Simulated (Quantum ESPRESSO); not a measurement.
Bi2Te3 (Tellurobismuthite): band structure with PBEsol

**Experimental background.**

From “Vacancy and Antisite-Induced Ferromagnetism in Liquid-Phase Exfoliated Bi2Te3”, 2024, arxiv:2412.10539, for a bulk crystal of Bi2Te3: band gap 0.17 eV.

The system is Bi2Te3 (Tellurobismuthite).

```xyz
5
Lattice="2.1930 1.2661 10.1657 -2.1930 1.2661 10.1657 0.0000 -2.5323 10.1657" Properties=species:S:1:pos:R:3 pbc="T T T"
Bi    0.0000    0.0000   18.2982
Bi    0.0000    0.0000   12.1988
Te    0.0000    0.0000   24.1079
Te    0.0000    0.0000    6.3891
Te    0.0000    0.0000    0.0000
```

```
Program             : Quantum ESPRESSO 7.5
Task                : band structure
Functional          : PBEsol
Potentials or basis : PseudoDojo 0.4.1 SR PBEsol standard
Cutoff              : 1088 eV
Density cutoff      : 4354 eV
k mesh              : 7 × 7 × 7
Occupations         : fermi-dirac, width 0.05 eV
Spin                : no spin polarisation
Mixing beta         : 0.5
Most SCF iterations : 120
SCF threshold       : 1e-09 Ry
```

```
Pressure                : -0.5 GPa
Largest force           : 0.091 eV/Å
Band gap on the k mesh  : 0.23 eV, direct
Band gap along the path : 0.23 eV, direct
```

Forces on the atoms (eV/Å):
```
Bi   0.000  0.000 -0.031
Bi   0.000  0.000  0.031
Te   0.000  0.000 -0.091
Te   0.000  0.000  0.091
Te   0.000  0.000  0.000
```

Stress tensor (GPa, compression positive):
```
-0.41  0.00  0.00
 0.00 -0.41  0.00
 0.00  0.00 -0.76
```

Levels at the corners of the path, in eV from the valence-band top:
```csv
point,band 37,band 38,band 39,band 40,band 41,band 42
Γ,-0.85,-0.85,0.00,0.23,0.64,0.64
L,-2.43,-0.90,-0.51,0.53,1.04,2.73
B1,-1.96,-0.97,-0.78,1.17,1.43,2.51
B,-1.96,-0.97,-0.78,1.17,1.43,2.51
Z,-1.15,-1.15,-0.46,0.82,1.13,1.13
Γ,-0.85,-0.85,0.00,0.23,0.64,0.64
X,-1.63,-1.39,-0.64,1.04,1.99,2.04
Q,-1.63,-1.39,-0.64,1.04,1.99,2.04
F,-1.83,-1.54,-0.96,0.81,1.49,2.04
P1,-1.35,-1.34,-1.24,1.14,1.28,1.68
Z,-1.15,-1.15,-0.46,0.82,1.13,1.13
L,-2.43,-0.90,-0.51,0.53,1.04,2.73
P,-1.35,-1.34,-1.24,1.14,1.28,1.68
```

Wall time 21 min on 2 MPI ranks on AMD EPYC 9B45 (Zen 5), with other jobs on the host, peak memory 1.4 GiB a rank.

A measured gap of Bi2Te3 is 0.17 eV (quoted in “Vacancy and Antisite-Induced Ferromagnetism in Liquid-Phase Exfoliated Bi2Te3”, 2024, arxiv:2412.10539); the calculated 0.23 eV misses it by +0.06 eV. Spin-orbit coupling on Bi, Te is left out. The value is that of PBEsol, without temperature or zero-point motion.

Caveat: some levels on the path didn't converge; spin-orbit coupling is left out, which as a rule narrows the gap of such compounds by several tenths of an eV.
